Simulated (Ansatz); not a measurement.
# Si3BCl9: up Jacob's ladder to CCSD(T)

One table from this session's results is given with a row withheld; the runs are named, their logs left out.

Program: Ansatz 0.2.0, Gaussian basis. Level of theory: functionals in def2-TZVPP, the program's frozen cores in correlated methods. These are calculated values, not measurements.

Levels to be run: LDA (SPW92), PBE-D4, revPBE-D4, BLYP-D4, r2SCAN-D4, B97M-V, PBE0-D4, B3LYP-D4, r2SCANh-D4, r2SCAN0-D4, HSE06-D4, BHLYP-D4, CAM-B3LYP-D4, LC-ωPBE, ωB97X-V, ωB97M-V, B2PLYP, PBE-QIDH; CCSD(T)/def2-SVP; CCSD(T)/def2-TZVPP; MP2/def2-QZVPP; extrapolation to the limit; RPA on PBE.

## Structure used throughout

All runs share one geometry, relaxed beforehand with PBE0-D4 in a triple-zeta def2 set.

13 atoms, charge 0, spin multiplicity 1.

Atoms are counted from 1 here; the program's logs count them from 0.

Bond lengths: Cl1–Si2 2.038 Å, Si2–Cl3 2.038 Å, Si2–Cl4 2.032 Å, Si2–B5 1.995 Å, B5–Si6 1.995 Å, B5–Si10 1.995 Å, Si6–Cl7 2.039 Å, Si6–Cl8 2.038 Å, Si6–Cl9 2.032 Å, Si10–Cl11 2.032 Å, Si10–Cl12 2.038 Å, Si10–Cl13 2.038 Å. Angles: Cl1–Si2–Cl3 111.1°, Cl1–Si2–Cl4 108.1°, Cl1–Si2–B5 106.4°, Cl3–Si2–Cl4 108.1°, Cl3–Si2–B5 106.8°, Cl4–Si2–B5 116.3°, Si2–B5–Si6 120.0°, Si2–B5–Si10 120.0°, Si6–B5–Si10 120.0°, B5–Si6–Cl7 106.3°, B5–Si6–Cl8 106.9°, B5–Si6–Cl9 116.3°, Cl7–Si6–Cl8 111.1°, Cl7–Si6–Cl9 108.1°, Cl8–Si6–Cl9 108.0°, B5–Si10–Cl11 116.4°, B5–Si10–Cl12 106.6°, B5–Si10–Cl13 106.6° and more.

The first run:

in.yaml

```yaml
crystal:
  periodic: [false, false, false]
  atoms:
    - {symbol: Cl, position_ang: [-3.097358, -0.859587, 0.325644]}
    - {symbol: Si, position_ang: [-1.530600, -0.824409, -0.977910]}
    - {symbol: Cl, position_ang: [-0.958897, -2.713047, -1.487404]}
    - {symbol: Cl, position_ang: [-2.136463, 0.128737, -2.667625]}
    - {symbol: B, position_ang: [0.000080, -0.001601, 0.002435]}
    - {symbol: Si, position_ang: [0.690903, -0.852851, 1.669489]}
    - {symbol: Cl, position_ang: [2.644101, -1.313191, 1.310633]}
    - {symbol: Cl, position_ang: [0.525520, 0.531924, 3.155448]}
    - {symbol: Cl, position_ang: [-0.256274, -2.545121, 2.277533]}
    - {symbol: Si, position_ang: [0.843412, 1.670040, -0.687157]}
    - {symbol: Cl, position_ang: [2.392873, 2.412999, 0.398146]}
    - {symbol: Cl, position_ang: [1.527963, 1.248621, -2.560147]}
    - {symbol: Cl, position_ang: [-0.624760, 3.082685, -0.744084]}
basis:
  gaussian: {orbitals: def2-TZVPP}
hamiltonian: {xc: lda}
output: {orbitals: {seedname: orbitals}}
```

Run with:

```sh
ansatz run in.yaml --threads 4 --pin off --events-out ev --progress --plain --max-ram 63488MiB --backend cuda --devices 0, --max-vram 37GiB
```

Steps of the session up to this table: LDA; PBE-D4 (GGA); revPBE-D4 (GGA); BLYP-D4 (GGA); r2SCAN-D4 (meta-GGA); B97M-V (meta-GGA); PBE0-D4 (hybrid); B3LYP-D4 (hybrid); r2SCANh-D4 (hybrid); r2SCAN0-D4 (hybrid); HSE06-D4 (hybrid); BHLYP-D4 (hybrid); CAM-B3LYP-D4 (range-separated); LC-ωPBE (range-separated); ωB97X-V (range-separated); ωB97M-V (range-separated); B2PLYP (double hybrid); PBE-QIDH (double hybrid).

One of the session's tables, all rows but one given; the rest of the session is left out.

It belongs to the step «Orbital energies across the functionals». 

```
  functional  HOMO (eV)  LUMO (eV)  gap (eV)
 LDA (SPW92)      -7.68      -5.38      2.29
      PBE-D4      -7.53      -5.10      2.42
   revPBE-D4      -7.47      -4.99      2.48
     BLYP-D4      -7.39      -4.85      2.55
   r2SCAN-D4      -7.87      -5.00      2.87
      B97M-V      -7.96      -4.99      2.96
     PBE0-D4      -8.81      -4.35      4.46
    B3LYP-D4      -8.60      -4.43      4.17
  r2SCANh-D4      -8.33      -4.72      3.61
  r2SCAN0-D4      -9.02      -4.29      4.73
    HSE06-D4      -8.42      -4.72      3.70
    BHLYP-D4      -9.99      -3.28      6.71
CAM-B3LYP-D4     -10.14      -3.19      6.96
     LC-ωPBE     -11.46      -2.17      9.29
     ωB97X-V     -11.12      -2.23      8.89
     ωB97M-V          ?          ?         ?
```

Q: Estimate the row for ωB97M-V from the others.

**Answer.** HOMO (eV): -10.87; LUMO (eV): -2.38; gap (eV): 8.49. In the column «HOMO (eV)» it lies between ωB97X-V (-11.12) and CAM-B3LYP-D4 (-10.14).
